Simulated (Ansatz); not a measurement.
# C₂H₉BSSi: how energies converge with the basis set

Aim: see how fast density functionals converge with the basis set for C₂H₉BSSi.

The runs use Ansatz 0.2.0, Gaussian basis; one geometry, several basis sets.

Levels to be run: PBE0-D4/def2-SVP; ωB97M-V/def2-SVP; PBE0-D4/def2-QZVPP; ωB97M-V/def2-QZVPP; the functionals' def2-TZVPP values are taken from earlier runs.

### Step 1. The relaxed structure

All runs share one geometry, relaxed beforehand with PBE0-D4 in a triple-zeta def2 set.

SMILES `B[Si](C)(C)S`, 14 atoms, charge 0, spin multiplicity 1.

Atoms are counted from 1 here; the program's logs count them from 0.

Bond lengths: B1–Si2 1.945 Å, B1–H6 1.199 Å, B1–H7 1.196 Å, Si2–C3 1.866 Å, Si2–C4 1.868 Å, Si2–S5 2.268 Å, C3–H8 1.094 Å, C3–H9 1.092 Å, C3–H10 1.091 Å, C4–H11 1.092 Å, C4–H12 1.092 Å, C4–H13 1.095 Å, S5–H14 1.343 Å. Angles: Si2–B1–H6 116.9°, Si2–B1–H7 121.2°, H6–B1–H7 119.9°, B1–Si2–C3 123.6°, B1–Si2–C4 124.6°, B1–Si2–S5 58.6°, C3–Si2–C4 111.8°, C3–Si2–S5 107.8°, C4–Si2–S5 108.9°, Si2–C3–H8 109.5°, Si2–C3–H9 112.0°, Si2–C3–H10 110.6°, H8–C3–H9 108.0°, H8–C3–H10 107.7°, H9–C3–H10 109.0°, Si2–C4–H11 112.1°, Si2–C4–H12 111.0°, Si2–C4–H13 109.1° and more.

### Step 2. PBE0-D4 in def2-SVP

in.yaml reads:

```yaml
crystal:
  periodic: [false, false, false]
  atoms:
    - {symbol: B, position_ang: [-0.649344, 1.796138, -0.544978]}
    - {symbol: Si, position_ang: [-0.069974, 0.101339, 0.212616]}
    - {symbol: C, position_ang: [1.421838, -0.078348, 1.319267]}
    - {symbol: C, position_ang: [-0.981782, -1.516852, 0.010259]}
    - {symbol: S, position_ang: [0.654888, 0.794241, -1.821459]}
    - {symbol: H, position_ang: [-0.049139, 2.775726, -0.203032]}
    - {symbol: H, position_ang: [-1.716200, 1.905483, -1.075105]}
    - {symbol: H, position_ang: [1.094177, -0.204468, 2.355816]}
    - {symbol: H, position_ang: [2.028885, -0.945134, 1.049107]}
    - {symbol: H, position_ang: [2.043514, 0.817652, 1.274572]}
    - {symbol: H, position_ang: [-0.314600, -2.331243, -0.280874]}
    - {symbol: H, position_ang: [-1.779611, -1.426573, -0.729351]}
    - {symbol: H, position_ang: [-1.444841, -1.789648, 0.963815]}
    - {symbol: H, position_ang: [-0.250910, 0.072486, -2.501654]}
basis:
  gaussian: {orbitals: def2-SVP}
hamiltonian: {xc: pbe0, dispersion: d4}
output: {orbitals: {seedname: orbitals}}
```

On the command line:

```
> ansatz run in.yaml --threads 4 --pin off --events-out ev --progress --plain --max-ram 10444MiB
```

After this run come: ωB97M-V in def2-SVP; PBE0-D4 in def2-QZVPP; ωB97M-V in def2-QZVPP.

**Question.** What will the summary of the whole plan be? Wanted: PBE0-D4: double and triple zeta above quadruple; ωB97M-V: double and triple zeta above quadruple.

As calculated:

```
                                       quantity           value
PBE0-D4: double and triple zeta above quadruple  10.50, 0.76 eV
ωB97M-V: double and triple zeta above quadruple  10.68, 0.72 eV
```

PBE0-D4 gains 9.73 eV from double to triple zeta, then 0.76 eV more. Total energies overstate the basis error of differences, where much of it tends to cancel. The LUMO of ωB97M-V is positive and keeps falling with the basis (2.13 to 1.18 eV): an unbound level that the basis holds in place.
